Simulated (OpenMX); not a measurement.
Runs of OpenMX 3.8.5 on TiSn. Symmetry: Fm-3m, No. 225, cubic system. Conventional cell: a = 5.601 Å, b = 5.601 Å, c = 5.601 Å, α = 90.00°, β = 90.00°, γ = 90.00°. Around Ti (site symmetry m-3m) lie 6 Sn at 2.80 Å. Sn (site symmetry m-3m) is surrounded by 6 Ti at 2.80 Å. The cell was built by a generator and needn't be a form met in nature.

```tsv
task	level	spin	k mesh	SCF threshold	max SCF cycles	mesh quality	gap on the mesh (eV)	pressure (GPa)
single point	PBE+D3(BJ)	off	7 × 7 × 7	1e-08 Ha	100	not flagged	none	-2.5
single point	PBE+D4	off	7 × 7 × 7	1e-08 Ha	100	not flagged	none	(a)
single point	PBE+D3	off	7 × 7 × 7	1e-08 Ha	100	not flagged	none	-1.3
single point	PBE	off	7 × 7 × 7	1e-08 Ha	100	not flagged	none	0.9
```

Alike in all rows: potentials or basis OpenMX 2013 PBE set, Ti7.0-s3p2d2, Sn7.0-s3p2d2, grid cutoff 500 Ry; cell as given; smearing fermi-dirac 0.05 eV.

**Question.** Fill in the values left out.

**Answer.** (a) -1.4.

Caveats: the basis of atomic orbitals isn't converged, which shifts pressures, moduli and gaps; pairwise dispersion overbinds metals, which lowers pressure and volume (some runs).

A k mesh can miss the band edges, and the runs leave out spin-orbit coupling on Sn.

A gap of «none» marks a metal or a gap under the smearing width.

Not every run made on this cell is shown here.
